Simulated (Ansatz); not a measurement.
**BClF₂: up Jacob's ladder to CCSD(T)**

How much do the methods differ for BClF₂? The plan is to run it at one geometry with functionals of several rungs and with coupled cluster, and see how far each lands from CCSD(T) at the basis-set limit for the atomisation energy.

Program: Ansatz 0.2.0, Gaussian basis. Level of theory: functionals in def2-TZVPP, the program's frozen cores in correlated methods. These are calculated values, not measurements.

The runs, in order: LDA (SPW92), PBE-D4, revPBE-D4, BLYP-D4, r2SCAN-D4, B97M-V, PBE0-D4, B3LYP-D4, r2SCANh-D4, r2SCAN0-D4, HSE06-D4, BHLYP-D4, CAM-B3LYP-D4, LC-ωPBE, ωB97X-V, ωB97M-V, B2PLYP, PBE-QIDH; CCSD(T)/def2-SVP; CCSD(T)/def2-TZVPP; MP2/def2-QZVPP; extrapolation to the limit; RPA on PBE.

## Step 1: The relaxed structure

An earlier PBE0-D4 in a triple-zeta def2 set relaxation fixed the geometry.

SMILES `FB(F)Cl`, 4 atoms, charge 0, spin multiplicity 1.

Atoms are counted from 1 here; the program's logs count them from 0.

Bond lengths: F1–B2 1.310 Å, B2–F3 1.310 Å, B2–Cl4 1.740 Å. Angles: F1–B2–F3 119.0°, F1–B2–Cl4 120.5°, F3–B2–Cl4 120.5°.

As a file:

```mol
BClF2
  3D, bonds by distance, orders not assigned

  4  3  0  0  0  0  0  0  0  0999 V2000
   -0.1737   -1.2543   -0.5463 F   0  0
   -0.0671   -0.0413   -0.0620 B   0  0
   -1.0116    0.8301   -0.3177 F   0  0
    1.3079    0.4053    0.9057 Cl  0  0
  1  2  8  0
  2  3  8  0
  2  4  8  0
M  END
```

## Step 2: LDA

This LDA is Slater exchange with PW92 correlation.

Contents of in.yaml:

```yaml
crystal:
  periodic: [false, false, false]
  atoms:
    - {symbol: F, position_ang: [-0.173739, -1.254302, -0.546251]}
    - {symbol: B, position_ang: [-0.067061, -0.041341, -0.062036]}
    - {symbol: F, position_ang: [-1.011647, 0.830149, -0.317738]}
    - {symbol: Cl, position_ang: [1.307946, 0.405294, 0.905724]}
basis:
  gaussian: {orbitals: def2-TZVPP}
hamiltonian: {xc: lda}
output: {orbitals: {seedname: orbitals}}
```

The runs that follow: PBE-D4 (GGA); revPBE-D4 (GGA); BLYP-D4 (GGA); r2SCAN-D4 (meta-GGA); B97M-V (meta-GGA); PBE0-D4 (hybrid); B3LYP-D4 (hybrid); r2SCANh-D4 (hybrid); r2SCAN0-D4 (hybrid); HSE06-D4 (hybrid); BHLYP-D4 (hybrid); CAM-B3LYP-D4 (range-separated); LC-ωPBE-D4 (range-separated); ωB97X-V (range-separated); ωB97M-V (range-separated); B2PLYP (double hybrid); PBE-QIDH (double hybrid); CCSD(T) in def2-SVP; CCSD(T) in def2-TZVPP; MP2 in def2-QZVPP; RPA on PBE orbitals.

Before running them: what should the planned runs give, taken together? Wanted: atomisation energy, CCSD(T)/CBS; farthest beyond LDA; mean size of error, GGA; mean size of error, meta-GGA; mean size of error, hybrid; mean size of error, range-separated; mean size of error, double hybrid; gap, smallest and largest; T1 diagnostic.

The runs gave:

| quantity | value |
| --- | --- |
| atomisation energy, CCSD(T)/CBS | 18.173 eV |
| functionals within 0.091 eV (0.5 %) | revPBE-D4, BLYP-D4, r2SCANh-D4, ωB97X-V, B2PLYP, PBE-QIDH |
| farthest beyond LDA | BHLYP-D4 (-0.823 eV) |
| mean size of error, GGA | 0.242 eV |
| mean size of error, meta-GGA | 0.280 eV |
| mean size of error, hybrid | 0.244 eV |
| mean size of error, range-separated | 0.117 eV |
| mean size of error, double hybrid | 0.071 eV |
| gap, smallest and largest | 6.91 eV (LDA (SPW92)), 15.04 eV (LC-ωPBE) |
| T1 diagnostic | 0.0119 |
| triples share of the correlation energy | 3.2 % |

**Reading.** LDA overbinds by 3.191 eV (18 %). PBE-D4 is off by +0.668 eV. Double hybrids carry the basis error of their MP2 part in triple zeta, and no dispersion term here, so their miss is partly the set-up's. Taken by rung, double hybrid functionals do best (0.071 eV on average) and meta-GGA ones worst beyond LDA (0.280 eV). RPA and LDA stand outside this count. Misses under about 0.091 eV are within the doubt on the reference itself, which lacks core-valence correlation, relativity and higher excitations. Hartree-Fock recovers 77 % of the binding; the rest is correlation. CCSD(T) in def2-SVP is off by -0.682 eV, so the small basis spoils what the method gains. Orbital gaps span 6.9 to 15.0 eV; exact exchange widens them.
